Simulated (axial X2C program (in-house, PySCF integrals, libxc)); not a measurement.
**A two-component session on TiO: properties at the nuclei**

Aim: properties at the nuclei of TiO, with spin–orbit coupling in the Hamiltonian from the start.

The runs use an in-house X2C program for linear molecules on PySCF integrals; two-component X2C with atomic mean-field terms, Ti dyall-acv3z, O dyall-av3z.

All values are calculated.

### Step 1. Set-up

The input, task.json:

```json
{
 "zs": [
  22,
  8
 ],
 "q": 0,
 "bas": [
  "dyall-acv3z",
  "dyall-av3z"
 ],
 "r0": 1.74,
 "levels": [
  "PBE0",
  "HF",
  "B3LYP"
 ],
 "nst": 1,
 "ff": 1,
 "thr": -3.5,
 "nmax": 130,
 "opt": {
  "ecut": 60
 }
}
```

Keys: zs atomic numbers; q charge; bas basis sets; r0 starting distance in Å; levels methods (HF also brings MP2); nst determinants followed; ff finite-field run; thr threshold in hartree for freezing inner shells (an s shell follows its p shell); nmax most natural virtual spinors; ecut virtual cutoff in hartree.

Started as:

```bash
$ python soeom.py task.json out
```

The runs that follow: Expectation values, lowest determinant; Finite-field coupled cluster.

**Question.** What will these runs give? Wanted: lowest determinant; Eeff magnitude; Ws magnitude Ti; A∥/gI Ti; qzz Ti (for each run or level that gives them).

The runs gave:

| quantity | value |
| --- | --- |
| lowest determinant | Ω = 1 (excess of +ω over −ω: ω = -1/2, ω = 3/2) |
| Eeff magnitude (GV/cm), PBE0 | 0.441 |
| Ws magnitude Ti (kHz), PBE0 | 0.166 |
| A∥/gI Ti (MHz), PBE0 | -396 |
| qzz Ti (a.u.), PBE0 | -0.75 |
| Eeff magnitude (GV/cm), CCSD(T) | 0.469 |
| Ws magnitude Ti (kHz), CCSD(T) | 0.177 |
| A∥/gI Ti (MHz), CCSD(T) | -417 |
| qzz Ti (a.u.), CCSD(T) | -0.77 |

In the first state, the effective field runs from 0.427 to 0.727 GV/cm over the mean-field levels. The expectation values come from single determinants, which for open shells can mix terms of unlike spin or miss the lowest Ω, so a determinant need not be a state. Eeff is the effective electric field on the electron dipole moment in this Ω state and Ws the scalar–pseudoscalar constant (defined with the proton number Z and per Ω); A∥ is the parallel hyperfine constant, which follows by multiplying with the nuclear g factor gI = μI/(I μN); qzz is the electric field gradient, eQq0 = 234.96 MHz × Q/barn × qzz; μ is positive if O is the positive end. The operators were transformed with the bare-nucleus X2C matrices. Correlation of the inner shells is missing, which matters for properties at the nucleus.
